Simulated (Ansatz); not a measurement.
# Yb2Al6Cu: the cost of one run

Computed with Ansatz 0.2.0 (DFT PBE, scalar-relativistic, plane waves, PAW, unless a step's input says otherwise).

1 further run of the same task is left out (it didn't finish).

### Step 1. The system as given

Symmetry: Fm-3m, No. 225, cubic system. The conventional cell has a = 8.570 Å, b = 8.570 Å, c = 8.570 Å, α = 90.00°, β = 90.00°, γ = 90.00°. Yb (site symmetry -43m) is surrounded by 12 Al at 3.03 Å. Around Al (site symmetry 4mm) lie 1 Cu at 2.21 Å. Cu (site symmetry m-3m) has 6 Al at 2.21 Å as nearest neighbours.

As a file:

```
CELL_PARAMETERS angstrom
0.00000 4.28518 4.28518
4.28518 0.00000 4.28518
4.28518 4.28518 0.00000
ATOMIC_POSITIONS crystal
Yb 0.25000 0.25000 0.25000
Yb 0.75000 0.75000 0.75000
Al 0.75822 0.24178 0.75822
Al 0.75822 0.24178 0.24178
Al 0.75822 0.75822 0.24178
Al 0.24178 0.75822 0.24178
Al 0.24178 0.24178 0.75822
Al 0.24178 0.75822 0.75822
Cu 0.50000 0.50000 0.50000
```

A structure generator made this guess: species swapped into a database cell of Ti2BRh6 (Fm-3m, No. 225), with Yb on the Ti sites, Cu on the B sites and Al on the Rh sites. Its size is a rough estimate.

### Step 2. A first look at the guess

Contents of input.yaml:

```yaml
crystal:
  lattice:
    - [0.0, 4.28518072, 4.28518072]
    - [4.28518072, 0.0, 4.28518072]
    - [4.28518072, 4.28518072, 0.0]
  atoms:
    - { symbol: Yb, position: [0.25, 0.25, 0.25] }
    - { symbol: Yb, position: [0.75, 0.75, 0.75] }
    - { symbol: Al, position: [0.75822037, 0.24177963, 0.75822037] }
    - { symbol: Al, position: [0.75822037, 0.24177963, 0.24177963] }
    - { symbol: Al, position: [0.75822037, 0.75822037, 0.24177963] }
    - { symbol: Al, position: [0.24177963, 0.75822037, 0.24177963] }
    - { symbol: Al, position: [0.24177963, 0.24177963, 0.75822037] }
    - { symbol: Al, position: [0.24177963, 0.75822037, 0.75822037] }
    - { symbol: Cu, position: [0.5, 0.5, 0.5] }
basis:
  ecutwfc: 420
kpoints:
  mp_grid: { grid: [4, 4, 4] }
hamiltonian:
  xc: pbe
scf:
  occupations: { method: gaussian, width: 0.1 }
  lower_state_search: "off"
output:
  forces: true
  stress: true
  eigenvalues: true
```

Started as:

```
$ ansatz run input.yaml --threads 1 --pin off --max-ram 2048MiB --backend cpu --events-out ev --progress --plain --runs-dir out
```

Q: Estimate wall time and peak memory on 1 thread of Arm Neoverse V1, shared host.

About 6 s, with a peak of 0.44 GiB.
